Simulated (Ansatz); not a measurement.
# ZnGe2N2: the cost of one run

Computed with Ansatz 0.2.0 (DFT PBE, scalar-relativistic, plane waves, PAW, unless a step's input says otherwise).

### Step 1. The structure to begin with

It takes space group C2 (No. 5, monoclinic). Conventional cell: a = 6.269 Å, b = 3.603 Å, c = 8.729 Å, α = 90.00°, β = 93.76°, γ = 90.00°. Around Zn (site symmetry 2) lie 6 N at 2.38 to 2.39 Å. Around Ge (site symmetry 1) lie 1 N at 1.11 Å. Around N (site symmetry 1) lie 1 Ge at 1.11 Å.

Structure file:

```xyz
5
Lattice="3.1347 -1.8017 0.0000 3.1347 1.8017 0.0000 -0.5718 0.0000 8.7107" Properties=species:S:1:pos:R:3 pbc="T T T"
Zn    3.1347    1.4330    0.0000
Ge    3.5862   -0.4564    6.4450
Ge    2.1115   -0.4564    2.2657
N     3.6137   -0.3746    7.5472
N     2.0839   -0.3746    1.1635
```

Recipe of the guess: species swapped into a database cell of NiH2O2 (C2, No. 5), with Zn on the Ni sites, Ge on the H sites and N on the O sites. Its size is a rough estimate.

### Step 2. The guess as it stands, on a coarse mesh

Input file input.yaml:

```yaml
crystal:
  lattice:
    - [3.13469984, -1.80173087, 0.0]
    - [3.13469984, 1.80173087, 0.0]
    - [-0.57176076, 0.0, 8.71071429]
  atoms:
    - { symbol: Zn, position: [0.102321, 0.897679, 0.0] }
    - { symbol: Ge, position: [0.76614201, 0.51283702, 0.73989397] }
    - { symbol: Ge, position: [0.48716298, 0.23385799, 0.26010603] }
    - { symbol: "N", position: [0.759368, 0.55147204, 0.86642402] }
    - { symbol: "N", position: [0.44852796, 0.240632, 0.13357598] }
basis:
  ecutwfc: 420
kpoints:
  mp_grid: { grid: [6, 6, 2] }
hamiltonian:
  xc: pbe
scf:
  occupations: { method: gaussian, width: 0.1 }
  lower_state_search: "off"
output:
  forces: true
  stress: true
  eigenvalues: true
```

Command:

```sh
$ ansatz run input.yaml --threads 1 --pin off --max-ram 2560MiB --backend cpu --events-out ev --progress --plain --runs-dir out
```

**Question.** How long does this run take on 1 thread of Intel Xeon Platinum 8488C (Sapphire Rapids), shared host, and how much memory does it need?

About 5.2 s, with a peak of 0.41 GiB.
